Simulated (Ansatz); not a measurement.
**C2H5NSe: one species, many methods**

One table from this session's results is given with a row withheld; the runs are named, their logs left out.

Computed with Ansatz 0.2.0, Gaussian basis. Level: functionals in def2-TZVPP, the program's frozen cores in correlated methods.

The runs, in order: PBE-D4, r2SCAN-D4, PBE0-D4, B3LYP-D4, ωB97X-V, ωB97M-V, B2PLYP; CCSD(T)/def2-TZVPP; MP2/def2-QZVPP; extrapolation to the limit.

## The relaxed structure

The geometry comes from an earlier relaxation with PBE0-D4 in a triple-zeta def2 set; it is a stationary point, not always the lowest conformer.

9 atoms, charge 0, spin multiplicity 1.

Atoms are counted from 1 here; the program's logs count them from 0.

Bond lengths: C1–N2 1.440 Å, C1–H5 1.099 Å, C1–H6 1.093 Å, C1–H7 1.093 Å, N2–C3 1.252 Å, C3–Se4 1.901 Å, C3–H8 1.098 Å, Se4–H9 1.468 Å. Angles: N2–C1–H5 113.6°, N2–C1–H6 109.2°, N2–C1–H7 109.2°, H5–C1–H6 108.9°, H5–C1–H7 108.9°, H6–C1–H7 106.9°, C1–N2–C3 118.2°, N2–C3–Se4 120.1°, N2–C3–H8 124.7°, Se4–C3–H8 115.2°, C3–Se4–H9 94.0°.

The first run:

The input, in.yaml:

```yaml
crystal:
  periodic: [false, false, false]
  atoms:
    - {symbol: C, position_ang: [-0.065832, 1.508016, -0.036346]}
    - {symbol: N, position_ang: [0.556477, 0.307142, 0.456814]}
    - {symbol: C, position_ang: [0.109081, -0.794915, 0.065890]}
    - {symbol: Se, position_ang: [0.889730, -2.415034, 0.682314]}
    - {symbol: H, position_ang: [-0.899057, 1.319330, -0.728465]}
    - {symbol: H, position_ang: [-0.434307, 2.094776, 0.809283]}
    - {symbol: H, position_ang: [0.684971, 2.118670, -0.544812]}
    - {symbol: H, position_ang: [-0.730365, -0.916809, -0.631452]}
    - {symbol: H, position_ang: [-0.022195, -3.267375, -0.090327]}
basis:
  gaussian: {orbitals: def2-TZVPP}
hamiltonian: {xc: pbe, dispersion: d4}
output: {forces: true, orbitals: {seedname: orbitals}}
```

On the command line:

```
$ ansatz run in.yaml --threads 4 --pin off --events-out ev --progress --plain --max-ram 10444MiB
```

Among the steps run: PBE-D4 (GGA); r2SCAN-D4 (meta-GGA); PBE0-D4 (hybrid); B3LYP-D4 (hybrid); ωB97X-V (range-separated); ωB97M-V (range-separated); B2PLYP (double hybrid); CCSD(T) in def2-TZVPP; MP2 in def2-QZVPP.

One table of the session follows, with a row left open; its other results are not shown here.

It belongs to the step «Atomisation energies». 

| method | atomisation energy (eV) |
| --- | --- |
| PBE-D4 | 34.762 |
| r2SCAN-D4 | 33.671 |
| PBE0-D4 | 33.843 |
| B3LYP-D4 | 33.773 |
| ωB97X-V | ? |
| ωB97M-V | 33.623 |
| B2PLYP | 33.308 |
| HF/def2-TZVPP | 22.985 |
| MP2/def2-TZVPP | 33.097 |
| CCSD/def2-TZVPP | 31.982 |
| CCSD(T)/def2-TZVPP | 32.628 |
| MP2/CBS | 34.048 |
| CCSD(T)/CBS | 33.578 |

Estimate the missing values for ωB97X-V.

**Answer.** atomisation energy (eV): 33.688. In the column «atomisation energy (eV)» it lies between r2SCAN-D4 (33.671) and B3LYP-D4 (33.773).
